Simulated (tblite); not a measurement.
# C3H12BClSi3: the cost of one run

Programs: tblite 0.8.0 and PySCF 2.14.0, with density-fitted response routines of our own. Each step states its level of theory. These are calculated values for one molecule in the gas phase, unless marked as measured. Atoms are numbered from 0 throughout.

**1. The starting structure**

20 atoms, charge 0, multiplicity 1; geometry from: force field or distance geometry start.

Bonds of the start (Å): B0–C1 1.59, C1–C2 1.34, C1–C3 1.51, C3–Si4 1.88, Si4–Si5 2.22, Si5–Si6 2.24, Si6–Cl7 2.10, B0–H8 1.18, B0–H9 1.18, C2–H10 1.09, C2–H11 1.10, C3–H12 1.10, C3–H13 1.10, Si4–H14 1.47, Si4–H15 1.47, Si5–H16 1.47, Si5–H17 1.47, Si6–H18 1.47, Si6–H19 1.46.

**2. Relaxing the molecule with GFN2-xTB**

Job settings and geometry (Å):

```
{"job": {"kind": "relax", "xc": "GFN2-xTB", "basis": "xTB"}, "charge": 0, "multiplicity": 1}
B     -0.232500    -2.084900    -0.934500
C     -1.395400    -1.012200    -0.787200
C     -2.586200    -1.402600    -0.326500
C     -1.121300     0.438500    -1.110300
Si    -0.739900     1.405600     0.460800
Si     1.169300     0.696400     1.356500
Si     2.818500     0.964100    -0.130800
Cl     4.608900     0.221000     0.677600
H      0.836000    -1.754900    -1.301600
H     -0.435900    -3.218300    -0.660800
H     -2.806400    -2.437800    -0.082400
H     -3.398200    -0.677600    -0.201100
H     -0.267200     0.527200    -1.790400
H     -2.002000     0.882900    -1.599300
H     -1.837400     1.252000     1.422300
H     -0.603700     2.830500     0.119400
H      1.053600    -0.722300     1.712200
H      1.470300     1.475400     2.566900
H      2.970400     2.394100    -0.426600
H      2.493900     0.233400    -1.353900
```

On the command line:

```
$ OMP_NUM_THREADS=1 python probes_run.py task.json out
```

This one command runs all jobs of the session in turn.

Q: Estimate the wall time and peak memory of this first job on 1 thread of Arm Neoverse N1, shared host.

About 1.7 s, with a peak of 0.18 GiB.
